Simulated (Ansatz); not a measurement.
**CHFGaN: basis-set convergence**

The task here is to estimate one member of a computed series from the others.

Program: Ansatz 0.2.0, Gaussian basis. Level of theory: one geometry, several basis sets. These are calculated values, not measurements.

Levels to be run: PBE0-D4/def2-SVP; ωB97M-V/def2-SVP; PBE0-D4/def2-QZVPP; ωB97M-V/def2-QZVPP; the functionals' def2-TZVPP values are taken from earlier runs.

## Structure used throughout

The geometry comes from an earlier relaxation with PBE0-D4 in a triple-zeta def2 set; it is a stationary point.

SMILES `N#[C][GaH][F]`, 5 atoms, charge 0, spin multiplicity 1.

Atoms are counted from 1 here; the program's logs count them from 0.

Bond lengths: N1–C2 1.152 Å, C2–Ga3 1.931 Å, Ga3–F4 1.741 Å, Ga3–H5 1.539 Å. Angles: N1–C2–Ga3 177.5°, C2–Ga3–F4 112.3°, C2–Ga3–H5 127.5°, F4–Ga3–H5 120.2°.

Set-up of the first run:

File in.yaml:

```yaml
crystal:
  periodic: [false, false, false]
  atoms:
    - {symbol: N, position_ang: [1.214049, -1.657172, 1.266042]}
    - {symbol: C, position_ang: [0.640993, -0.864700, 0.656254]}
    - {symbol: Ga, position_ang: [-0.259728, 0.518981, -0.345529]}
    - {symbol: F, position_ang: [-1.724660, -0.053483, -1.092567]}
    - {symbol: H, position_ang: [0.179245, 1.982674, -0.525601]}
basis:
  gaussian: {orbitals: def2-SVP}
hamiltonian: {xc: pbe0, dispersion: d4}
output: {orbitals: {seedname: orbitals}}
```

Among the steps run: PBE0-D4 in def2-SVP; ωB97M-V in def2-SVP; PBE0-D4 in def2-QZVPP; ωB97M-V in def2-QZVPP.

One of the session's tables, all rows but one given; the rest of the session is left out.

It belongs to the step «Functionals by basis». 

| functional | basis | HOMO (eV) | LUMO (eV) |
| --- | --- | --- | --- |
| PBE0-D4 | def2-SVP | -10.03 | -2.45 |
| PBE0-D4 | def2-TZVPP | ? | ? |
| PBE0-D4 | def2-QZVPP | -10.15 | -2.59 |
| ωB97M-V | def2-SVP | -12.33 | -0.58 |
| ωB97M-V | def2-TZVPP | -12.46 | -0.74 |
| ωB97M-V | def2-QZVPP | -12.48 | -0.83 |

**Question.** Estimate the row for PBE0-D4, def2-TZVPP.

As computed: HOMO (eV): -10.13; LUMO (eV): -2.56. In the column «HOMO (eV)» it lies between PBE0-D4, def2-QZVPP (-10.15) and PBE0-D4, def2-SVP (-10.03).
